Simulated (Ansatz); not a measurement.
Er2O3 in a box, plane waves

Ansatz 0.2.0, DFT PBE, spin-orbit coupling, plane waves, PAW, molecule in a box. The geometry was relaxed with Gaussian bases (TPSS; Er lcecp-1-SVP with ECP57, O def2-SVP).

```yaml
crystal:
  lattice:
    - [11.32, 0.0, 0.0]
    - [0.0, 11.68, 0.0]
    - [0.0, 0.0, 11.74]
  atoms:
    - { symbol: Er, position: [0.46581625, 0.49990839, 0.61684497], spin: 3.0, spin_axis: [0.0, 0.0, 1.0] }
    - { symbol: Er, position: [0.46581625, 0.49990839, 0.38330494], spin: 3.0, spin_axis: [0.0, 0.0, 1.0] }
    - { symbol: O, position: [0.60239399, 0.49990753, 0.50007496] }
    - { symbol: O, position: [0.39752827, 0.61454281, 0.50007496] }
    - { symbol: O, position: [0.3975265, 0.38527397, 0.50007496] }
basis:
  ecutwfc: 420
  ecutrho_ratio: 4
kpoints:
  mp_grid: { grid: [1, 1, 1] }
hamiltonian:
  xc: pbe
scf:
  occupations: { method: gaussian, width: 0.01 }
output:
  forces: true
  eigenvalues: true
  populations: true
  hubbard: { sites: [{ species: Er, l: f }] }
  write_density: true
  write_potential: true
  elf: true
  volumetric_format: npy
magnetization:
  noncollinear: true
  spin_orbit: true
```

Command:
```sh
ansatz run input.yaml --threads 2 --pin off --max-ram 5120MiB --backend cpu --events-out ev --progress --plain --runs-dir out
```
It took 3.3 min on 2 threads of Arm Neoverse V1 (shared host), peak memory 2.7 GiB.

Question: How does the SCF go?

Answer: 
```
SCF iter   1: F=—  HF=-25920.146415 eV  |F-HF|=—  |Δ(HF+E_count)|=         —  Δρ=4.98e-2
preconditioner: auto → Resta (q_TF=auto, 1.595 Å⁻¹)  ε∞=2.1  [insulator: Δε(μ)=0.052 eV  Ē_g=5.753 eV  σ=0.010 eV  W_gap=1.00  n_s
spin=Noncollinear: Resta preconditioning applied to the charge; magnetization (m_x, m_y, m_z) channels mix plain (no charge-respon
SCF iter   2: F=—  HF=-25908.933680 eV  |F-HF|=—  |Δ(HF+E_count)|=    1.12e1  Δρ=8.00e-2
SCF iter   3: F=—  HF=-25914.271467 eV  |F-HF|=—  |Δ(HF+E_count)|=    5.34e0  Δρ=8.42e-2
...
eigensolver tolerance schedule: the retry pair's looser diagonalisation over-reported the residual by 3446.20 of it (diagonalisati
preconditioner: auto → Resta (q_TF=auto, 1.595 Å⁻¹)  ε∞=2.2  [insulator: Δε(μ)=0.654 eV  Ē_g=5.771 eV  σ=0.010 eV  W_gap=1.00  n_s
spin=Noncollinear: Resta preconditioning applied to the charge; magnetization (m_x, m_y, m_z) channels mix plain (no charge-respon
SCF iter   2: F=—  HF=-25906.301488 eV  |F-HF|=—  |Δ(HF+E_count)|=   1.54e-4  Δρ=1.39e-5
SCF iter   3: F=-25906.301488 eV  HF=-25906.301488 eV  |F-HF|=9.68e-8  |Δ(HF+E_count)|=   3.66e-7  Δρ=2.42e-6
```

Question: Which levels lie next to the highest filled one (eV, counted from it)?

Answer: Filled: -0.84, -0.47, -0.38, -0.35, -0.33, -0.17, -0.08, -0.07, -0.02, 0.00. Empty: 0.65, 0.87, 0.93, 0.96, 1.11, 1.12, 2.07, 2.14.

Question: How is the f shell of Er1 filled?

Answer: Natural occupations, full = 1; spinor: 0.09, 0.10, 0.15, 0.99, 1.00, 1.00, 1.00, 1.00, 1.00, 1.00, 1.00, 1.00, 1.00, 1.00; in all 11.31 e. Spin moment (0.00, 0.00, 2.37) μB, orbital moment (0.00, 0.00, 2.61) μB.

Question: How is the f shell of Er2 filled?

Answer: Natural occupations, full = 1; spinor: 0.09, 0.10, 0.15, 0.99, 1.00, 1.00, 1.00, 1.00, 1.00, 1.00, 1.00, 1.00, 1.00, 1.00; in all 11.31 e. Spin moment (0.00, 0.00, 2.37) μB, orbital moment (0.00, 0.00, 2.61) μB.

Question: What forces are left at this geometry, relaxed with Gaussian bases (eV/Å)?

Answer: 
```
Er  -0.01  0.00 -0.28
Er  -0.01  0.00  0.28
O   -0.34  0.00  0.00
O    0.18 -0.30  0.00
O    0.18  0.30  0.00
```

The open shells may stand above their lowest state.

The forces come from the other functional as well as from the basis.

No frequency check is given that shows the relaxed geometry to be a minimum. An lcecp potential fixes the number of 4f electrons, so in runs with it no electron can move into or out of that shell.
